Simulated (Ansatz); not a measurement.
**C₂H₅Cl₃OZr: small, medium and large basis sets**

The task here is to estimate one member of a computed series from the others.

Computed with Ansatz 0.2.0, Gaussian basis. Level: one geometry, several basis sets.

Levels to be run: PBE0-D4/def2-SVP; ωB97M-V/def2-SVP; PBE0-D4/def2-QZVPP; ωB97M-V/def2-QZVPP; the functionals' def2-TZVPP values are taken from earlier runs.

1 further run of the same task is left out (it didn't finish).

## Structure used throughout

An earlier PBE0-D4 in a triple-zeta def2 set relaxation fixed the geometry. Zr takes the def2 core potential; no spin-orbit term is included.

SMILES `CC[O][Zr]([Cl])([Cl])[Cl]`, 12 atoms, charge 0, spin multiplicity 1.

Atoms are counted from 1 here; the program's logs count them from 0.

Bond lengths: C1–C2 1.510 Å, C1–H8 1.092 Å, C1–H9 1.092 Å, C1–H10 1.092 Å, C2–O3 1.406 Å, C2–H11 1.095 Å, C2–H12 1.095 Å, O3–Zr4 1.865 Å, Zr4–Cl5 2.343 Å, Zr4–Cl6 2.343 Å, Zr4–Cl7 2.343 Å. Angles: C2–C1–H8 110.8°, C2–C1–H9 109.8°, C2–C1–H10 110.8°, H8–C1–H9 108.4°, H8–C1–H10 108.5°, H9–C1–H10 108.4°, C1–C2–O3 111.0°, C1–C2–H11 111.0°, C1–C2–H12 111.0°, O3–C2–H11 107.9°, O3–C2–H12 107.9°, H11–C2–H12 107.9°, C2–O3–Zr4 176.3°, O3–Zr4–Cl5 108.3°, O3–Zr4–Cl6 107.9°, O3–Zr4–Cl7 108.2°, Cl5–Zr4–Cl6 110.7°, Cl5–Zr4–Cl7 111.0° and more.

Set-up of the first run:

The input, in.yaml:

```yaml
crystal:
  periodic: [false, false, false]
  atoms:
    - {symbol: C, position_ang: [-0.609148, -0.813399, 1.583074]}
    - {symbol: C, position_ang: [0.529517, -0.936071, 0.599584]}
    - {symbol: O, position_ang: [0.412299, 0.015840, -0.428675]}
    - {symbol: Zr, position_ang: [0.157049, 1.317414, -1.740445]}
    - {symbol: Cl, position_ang: [2.030683, 2.724715, -1.752428]}
    - {symbol: Cl, position_ang: [-1.777329, 2.520510, -1.192988]}
    - {symbol: Cl, position_ang: [-0.094972, 0.238461, -3.805388]}
    - {symbol: H, position_ang: [-1.568627, -0.975553, 1.088121]}
    - {symbol: H, position_ang: [-0.498371, -1.559206, 2.373456]}
    - {symbol: H, position_ang: [-0.619691, 0.176624, 2.043106]}
    - {symbol: H, position_ang: [0.544863, -1.928854, 0.138630]}
    - {symbol: H, position_ang: [1.493727, -0.780480, 1.093963]}
basis:
  gaussian: {orbitals: def2-SVP}
hamiltonian: {xc: pbe0, dispersion: d4}
output: {orbitals: {seedname: orbitals}}
```

Among the steps run: PBE0-D4 in def2-SVP; ωB97M-V in def2-SVP; PBE0-D4 in def2-QZVPP; ωB97M-V in def2-QZVPP.

One table of the session follows, with a row left open; its other results are not shown here.

It belongs to the step «Density functionals: the series». 

| functional | basis | HOMO (eV) | LUMO (eV) |
| --- | --- | --- | --- |
| PBE0-D4 | def2-SVP | -9.02 | -1.66 |
| PBE0-D4 | def2-TZVPP | -9.04 | -1.76 |
| PBE0-D4 | def2-QZVPP | -9.05 | -1.78 |
| ωB97M-V | def2-SVP | -11.25 | 0.48 |
| ωB97M-V | def2-TZVPP | -11.32 | 0.32 |
| ωB97M-V | def2-QZVPP | ? | ? |

Q: Estimate the row for ωB97M-V, def2-QZVPP from the others.

**Answer.** HOMO (eV): -11.34; LUMO (eV): 0.28. In the column «HOMO (eV)» it is the lowest.
